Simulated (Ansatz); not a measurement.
**NaWO3: properties at the relaxed cell**

An exercise on one series of results from a longer session: the logs are not shown, and one member is left open.

Computed with Ansatz 0.2.0 (DFT r2SCAN, scalar-relativistic, plane waves, PAW, unless a step's input says otherwise).

### Starting point

It takes space group Pm-3m (No. 221, cubic). The conventional cell has a = 3.876 Å, b = 3.876 Å, c = 3.876 Å, α = 90.00°, β = 90.00°, γ = 90.00°. Na (site symmetry m-3m) is surrounded by 12 O at 2.74 Å. W (site symmetry m-3m) is surrounded by 6 O at 1.94 Å. Around O (site symmetry 4/mmm) lie 2 W at 1.94 Å and 4 Na at 2.74 Å.

Coordinates:

```xyz
5
Lattice="3.8765 0.0000 0.0000 0.0000 3.8765 0.0000 0.0000 0.0000 3.8765" Properties=species:S:1:pos:R:3 pbc="T T T"
Na    0.0000    0.0000    0.0000
W     1.9382    1.9382    1.9382
O     1.9382    1.9382    0.0000
O     0.0000    1.9382    1.9382
O     1.9382    0.0000    1.9382
```

This cell was relaxed beforehand with the same method: volume 11.65 Å³/atom, gap on the mesh none (metal).

The first run:

input.yaml reads:

```yaml
crystal:
  lattice:
    - [3.8372996918, 0.0, 0.0]
    - [0.0, 3.8372996918, 0.0]
    - [0.0, 0.0, 3.8372996918]
  atoms:
    - { symbol: Na, position: [0.0, 0.0, 0.0] }
    - { symbol: W, position: [0.5, 0.5, 0.5] }
    - { symbol: O, position: [0.5, 0.5, 0.0] }
    - { symbol: O, position: [0.0, 0.5, 0.5] }
    - { symbol: O, position: [0.5, 0.0, 0.5] }
basis:
  ecutwfc: 500
kpoints:
  mp_grid: { grid: [10, 10, 10] }
hamiltonian:
  xc: r2scan
scf:
  occupations: { method: gaussian, width: 0.1 }
output:
  forces: true
  stress: true
  eigenvalues: true
```

Started as:

```console
> ansatz run input.yaml --threads 1 --pin off --max-ram 2560MiB --backend cpu --events-out ev --progress --plain --runs-dir out
```

Among the steps run: The cell scaled to 0.97 of its volume; Point at V/V0 = 1.03; The cell scaled to 0.94 of its volume; Volume × 1.06; Volume × 0.91; Point at V/V0 = 1.10; Point at V/V0 = 0.88.

One of the session's tables, all rows but one given; the rest of the session is left out.

It belongs to the step «Equation of state». 

| volume (Å³/atom) | energy above the lowest point (meV/atom) | pressure (GPa) |
| --- | --- | --- |
| 10.252 | 151.3 | 38.94 |
| 10.602 | 80.1 | 26.70 |
| 10.951 | 33.6 | 16.31 |
| 11.301 | 7.9 | 7.49 |
| 11.650 | 0.0 | -0.01 |
| 12.000 | 7.2 | -6.37 |
| 12.349 | ? | ? |
| 12.815 | 70.4 | -17.72 |

Q: Estimate the row for volume (Å³/atom) = 12.349 from the others.

Worked estimate for «energy above the lowest point (meV/atom)». A straight line through the neighbours (12.000, 7.2) and (12.815, 70.4) gives 7.2 + (70.4 − 7.2) × (12.349 − 12.000) / (12.815 − 12.000) = 34.3; a parabola fitted to 3 rows on both sides gives 26.3.

As computed: energy above the lowest point (meV/atom): 27.1; pressure (GPa): -11.77. In «energy above the lowest point (meV/atom)» the line misses by +7.2 and the parabola by -0.8.

Limits of these values: Spin polarisation is off in the runs that give these values; a magnetic solution could lie lower.
